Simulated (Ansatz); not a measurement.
**BH3O3 + HCl: a complex and its separated parts**

The complex below is one end of an elementary step. How strongly is it bound against its free parts?

Program: Ansatz 0.2.0, Gaussian basis. Level of theory: PBE0-D4/def2-TZVP structures, single points in def2-TZVPP, no counterpoise correction. These are calculated values, not measurements.

Levels: SPW92, PBE-D4, BLYP-D4, r2SCAN-D4, B97M-V, PBE0-D4, B3LYP-D4, r2SCAN0-D4, BHLYP-D4, CAM-B3LYP-D4, wB97X-V, wB97M-V, B2PLYP, PBE-QIDH, RPA on PBE, Hartree-Fock, MP2, CCSD, CCSD(T).

Cores are frozen in the correlated methods. B3LYP uses VWN-RPA correlation. B2PLYP carries no dispersion term here.

95 further runs of the same task are left out: 1 that didn't finish, 94 set aside as unsound or not needed.

**1. The starting structure**

The complex: 9 atoms, charge 0, spin multiplicity 1.

Atoms are counted from 1 here; the program's logs count them from 0.

Bond lengths: B1–O3 1.356 Å, B1–O4 1.362 Å, B1–O6 1.381 Å, Cl2–H5 1.304 Å, O3–H7 0.964 Å, O4–H8 0.960 Å, O6–H9 0.960 Å. Angles: O3–B1–O4 121.3°, O3–B1–O6 120.5°, O4–B1–O6 118.2°, B1–O3–H7 114.2°, B1–O4–H8 112.4°, B1–O6–H9 113.0°.

Geometry (Å):

```xyz
9
charge 0, multiplicity 1
B    -0.62906    0.20330    0.24080
Cl    2.49467   -0.73756   -1.45975
O    -0.68824    0.40655   -1.09887
O    -1.68784    0.48949    1.04768
H     1.87372   -0.65908   -0.31571
O     0.51600   -0.30336    0.82264
H     0.11819    0.16856   -1.57004
H    -2.43761    0.83601    0.55871
H     0.44017   -0.40392    1.77445
```

Its parts: BH3O3 holds atoms 1, 3, 4, 6, 7, 8, 9; HCl holds atoms 2, 5. Each part counts its atoms afresh in its own runs.

**2. Relaxing BH3O3 alone**

relax-a/in.yaml

```yaml
crystal:
  periodic: [false, false, false]
  atoms:
    - {symbol: B, position_ang: [-0.629060, 0.203303, 0.240801]}
    - {symbol: O, position_ang: [-0.688245, 0.406548, -1.098874]}
    - {symbol: O, position_ang: [-1.687839, 0.489494, 1.047681]}
    - {symbol: O, position_ang: [0.515997, -0.303363, 0.822635]}
    - {symbol: H, position_ang: [0.118188, 0.168563, -1.570039]}
    - {symbol: H, position_ang: [-2.437606, 0.836008, 0.558706]}
    - {symbol: H, position_ang: [0.440170, -0.403916, 1.774449]}
basis:
  gaussian: {orbitals: def2-TZVP}
hamiltonian: {xc: pbe0, dispersion: d4}
relax: {f_tol: 0.005, max_steps: 200}
```

Launch:

```console
$ ansatz run in.yaml --threads 4 --pin off --events-out ev --progress --plain --max-ram 9574MiB
```

The runs that follow: Relaxing HCl alone; SPW92/def2-TZVPP; PBE-D4/def2-TZVPP; BLYP-D4/def2-TZVPP; r2SCAN-D4/def2-TZVPP; B97M-V/def2-TZVPP; PBE0-D4/def2-TZVPP; B3LYP-D4/def2-TZVPP; r2SCAN0-D4/def2-TZVPP; BHLYP-D4/def2-TZVPP; CAM-B3LYP-D4/def2-TZVPP; wB97X-V/def2-TZVPP; wB97M-V/def2-TZVPP; B2PLYP/def2-TZVPP; PBE-QIDH/def2-TZVPP; RPA on PBE/def2-TZVPP; CCSD(T)/def2-TZVPP; Vibrations of BH3O3; Vibrations of HCl.

Q: Predict the outcome of this session. Wanted: complex less parts, CCSD(T)/def2-TZVPP; with zero-point energy; largest T1 diagnostic.

The runs gave:

```
                              quantity         value
complex less parts, CCSD(T)/def2-TZVPP  -23.5 kJ/mol
                with zero-point energy  -17.4 kJ/mol
                 largest T1 diagnostic         0.012
```

At CCSD(T) the complex lies 23.5 kJ/mol below its parts. Among the functionals B2PLYP lands nearest to CCSD(T) (+0.4 kJ/mol) and SPW92 farthest (-26.7 kJ/mol). By rung, the mean size of the error is: LDA 26.7, GGA 7.8, meta-GGA 5.3, hybrid 5.0, range-separated hybrid 4.1, double hybrid 1.1 kJ/mol. PBE-D4 gives a relative energy 9.1 kJ/mol too low, outside chemical accuracy (1 kcal/mol, 4.2 kJ/mol). No counterpoise was applied, and triple zeta lacks some correlation, so the CCSD(T) reference has a basis error of its own, and close matches with it are partly luck.
